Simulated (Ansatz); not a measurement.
# Al3Ni: the cost of one run

Method: DFT r2SCAN, scalar-relativistic, plane waves, PAW, in Ansatz 0.2.0.

**1. The system as given**

Symmetry: Pnma, No. 62, orthorhombic system. The conventional cell has a = 6.559 Å, b = 7.304 Å, c = 4.771 Å, α = 90.00°, β = 90.00°, γ = 90.00°. Al (site symmetry m) is surrounded by 3 Ni at 2.43 to 2.68 Å and 6 Al at 2.77 to 2.86 Å. Al (site symmetry 1) is surrounded by 3 Ni at 2.43 to 2.46 Å and 7 Al at 2.72 to 2.86 Å. Around Ni (site symmetry m) lie 9 Al at 2.43 to 2.68 Å.

Coordinates:

```cif
data_structure
_symmetry_space_group_name_H-M 'P 1'
_symmetry_Int_Tables_number 1
_cell_length_a 6.5589
_cell_length_b 7.3043
_cell_length_c 4.7706
_cell_angle_alpha 90.000
_cell_angle_beta 90.000
_cell_angle_gamma 90.000
_cell_volume 228.55
loop_
_atom_site_label
_atom_site_type_symbol
_atom_site_fract_x
_atom_site_fract_y
_atom_site_fract_z
_atom_site_occupancy
Al1 Al 0.01038 0.25000 0.91571 1
Al2 Al 0.17132 0.44390 0.36380 1
Al3 Al 0.17132 0.05610 0.36380 1
Al4 Al 0.32868 0.55610 0.86380 1
Al5 Al 0.67132 0.44390 0.13620 1
Al6 Al 0.82868 0.94390 0.63620 1
Al7 Al 0.67132 0.05610 0.13620 1
Al8 Al 0.82868 0.55610 0.63620 1
Al9 Al 0.32868 0.94390 0.86380 1
Al10 Al 0.51038 0.25000 0.58429 1
Al11 Al 0.98962 0.75000 0.08429 1
Al12 Al 0.48962 0.75000 0.41571 1
Ni1 Ni 0.87108 0.25000 0.44428 1
Ni2 Ni 0.37108 0.25000 0.05572 1
Ni3 Ni 0.12892 0.75000 0.55572 1
Ni4 Ni 0.62892 0.75000 0.94428 1
```

The structure comes from the Materials Project (structure only).

(A quick probe on a coarse mesh, which set the mesh and smearing, is not shown.)

**3. The relaxation**

input.yaml reads:

```yaml
crystal:
  lattice:
    - [6.55890518, 0.0, 0.0]
    - [0.0, 7.30433827, 0.0]
    - [0.0, 0.0, 4.77057136]
  atoms:
    - { symbol: Al, position: [0.01038413, 0.25, 0.91571248] }
    - { symbol: Al, position: [0.17132076, 0.44389873, 0.36380374] }
    - { symbol: Al, position: [0.17132076, 0.05610127, 0.36380374] }
    - { symbol: Al, position: [0.32867924, 0.55610127, 0.86380374] }
    - { symbol: Al, position: [0.67132076, 0.44389873, 0.13619626] }
    - { symbol: Al, position: [0.82867924, 0.94389873, 0.63619626] }
    - { symbol: Al, position: [0.67132076, 0.05610127, 0.13619626] }
    - { symbol: Al, position: [0.82867924, 0.55610127, 0.63619626] }
    - { symbol: Al, position: [0.32867924, 0.94389873, 0.86380374] }
    - { symbol: Al, position: [0.51038413, 0.25, 0.58428752] }
    - { symbol: Al, position: [0.98961587, 0.75, 0.08428752] }
    - { symbol: Al, position: [0.48961587, 0.75, 0.41571248] }
    - { symbol: Ni, position: [0.87107884, 0.25, 0.44428404] }
    - { symbol: Ni, position: [0.37107884, 0.25, 0.05571596] }
    - { symbol: Ni, position: [0.12892116, 0.75, 0.55571596] }
    - { symbol: Ni, position: [0.62892116, 0.75, 0.94428404] }
basis:
  ecutwfc: 500
kpoints:
  mp_grid: { grid: [6, 6, 8] }
hamiltonian:
  xc: r2scan
scf:
  occupations: { method: gaussian, width: 0.1 }
output:
  forces: true
  stress: true
  eigenvalues: true
  write_density: true
  write_potential: true
  elf: true
  volumetric_format: npy
relax:
  adjacent_minimum: "off"
  f_tol: 0.005
  max_steps: 80
  cell: { stress_tol: 0.05 }
```

Started as:

```sh
> ansatz run input.yaml --threads 4 --pin off --max-ram 10240MiB --backend cpu --events-out ev --progress --plain --runs-dir out
```

What time and memory should one allow on 4 threads of Oxide Virtual Turin-like (Zen 5), shared host?

About 3 min, with a peak of 1.9 GiB.
